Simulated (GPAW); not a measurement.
**BPd4 in GPAW: the effect of functional**

Crystal: BPd4.

```
Pd B
1.0
     2.89203    0.00000    0.00000
     0.00000    4.36501    0.00000
     0.00000    0.00000    5.85632
Pd B
4 1
Cartesian
  1.4460 0.0000 1.1571
  0.0000 0.0000 3.6278
  0.0000 2.1825 1.9277
  1.4460 2.1825 5.0807
  1.4460 0.0000 5.0553
```

The cell comes from a database or a generator and needn't be the stable form of this composition.

Alike in all runs:

- Program: GPAW 26.7.0
- Task: band structure
- Cutoff: 800 eV
- Basis: pw
- k mesh: 7 × 5 × 4
- Occupations: fermi-dirac, width 0.05 eV
- Spin: no spin polarisation

| functional | potentials or basis | pressure (GPa) | largest force (eV/Å) |
| --- | --- | --- | --- |
| LDA | the program's PAW data sets (release 1.2.1) made for this functional | -13.2 | 0.26 |
| PBE | GPAW PAW data sets (gpaw-data 1.2.1) | ? | ? |
| revPBE | the program's PAW data sets (release 1.2.1) made for this functional | 2.1 | 0.17 |
| BLYP | PAW data sets generated in the run's folder for this functional | 7.0 | 0.37 |

Problem. What does the run with functional PBE give?

Solution. Pressure -1.0 GPa; largest force 0.20 eV/Å.
